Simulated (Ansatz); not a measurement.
Runs of Ansatz 0.2.0 on CuO2. It takes space group Cmcm (No. 63, orthorhombic). Conventional cell: a = 2.825 Å, b = 10.421 Å, c = 4.343 Å, α = 90.00°, β = 90.00°, γ = 90.00°. Cu (site symmetry m2m) has 4 O at 1.86 to 1.90 Å as nearest neighbours. Around O (site symmetry m2m) lie 2 Cu at 1.90 Å. O (site symmetry m2m) has 2 Cu at 1.86 Å as nearest neighbours. The cell comes from a database or a generator and needn't be the stable form of this composition.

```csv
task,level,cell,cutoff (eV),points for each segment of the path,gap on the mesh (eV),pressure (GPa),relaxed volume (Å³/atom),largest force (eV/Å)
band structure,r2SCAN,as given,500,14,none,(b),-,0.56
band structure,LDA,as given,420,14,none,-14.9,-,0.79
relaxation of cell and atoms,LDA,relaxed,420,-,none,0.0,(a),-
relaxation of cell and atoms,r2SCAN,relaxed,500,-,none,0.0,9.68,-
```

Alike in all rows: potentials or basis Ansatz PAW; no spin polarisation; k mesh 10 × 10 × 6; smearing fermi-dirac 0.05 eV.

Question: Estimate the missing entries.

Answer: (a) 8.77; (b) -9.3.

Caveats: the run has no spin polarisation, though such a crystal can be magnetic; semilocal functionals often make such compounds metallic where correlation or magnetic order opens a gap, which also shifts bond lengths; the PAW data sets come from PBE, with cores solved anew for the run's functional, which leaves a small shift of forces and pressure; the plane-wave basis is chosen anew once the cell has moved, so the energies of steps on either side of that aren't comparable (some runs); the volume moved by over 15 % at a fixed basis, so the end points are rough (some runs).

A gap of «none» marks a metal or a gap under the smearing width.

Runs at the PBE level aren't shown here.
